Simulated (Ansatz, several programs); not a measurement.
Mg3ZnS4 as one 8-atom ordering (I-42m) on the zincblende lattice, relaxed with r2SCAN in Ansatz (plane waves, PAW): the symmetry is I-42m (No. 121, tetragonal); conventional cell a = 5.597 Å, c = 11.176 Å, 21.88 Å³ an atom. Mg is surrounded by 4 S at 2.44 Å; S is surrounded by 1 Zn at 2.35 Å and 3 Mg at 2.44–2.45 Å; Mg is surrounded by 4 S at 2.45 Å; Zn is surrounded by 4 S at 2.35 Å. The cell was then scaled with its shape and fractional coordinates held, which makes it stiffer than a relaxed compression. Values at 0 K without nuclear motion; spin polarisation is off, and the phase may be a hypothetical one.

```
V (Å³/atom)  E (meV/atom)
     20.571         17.59
     21.227          4.20
     21.884          0.00
     23.197         14.16
```

(1) Pass a cubic E = c₀ + c₁u + c₂u² + c₃u³, with u = V − 21.720 Å³, through these points.

(2) Where is the minimum, and what bulk modulus follows?

(3) Predict the energy and the pressure at the withheld volume, 22.540 Å³.

Answers

(1) c₀ = 0.25, c₁ = -3.101, c₂ = 9.575, c₃ = -0.7455 (meV and Å³).

(2) dE/du = 0 at u = +0.165, so V₀ = 21.89 Å³. B = V₀ d²E/dV² = 21.89 × (2c₂ + 6c₃u) = 21.89 × 18.412 = 403 meV/Å³, and 1 meV/Å³ is 0.16022 GPa: 65 GPa. A third-order Birch-Murnaghan fit to all five points gives 21.89 Å³ and 64 GPa.

(3) With u = +0.820: E ≈ 3.73 meV and P = −dE/dV ≈ -1.78 GPa. The run gives 3.69 meV and, from its stress, -1.77 GPa.
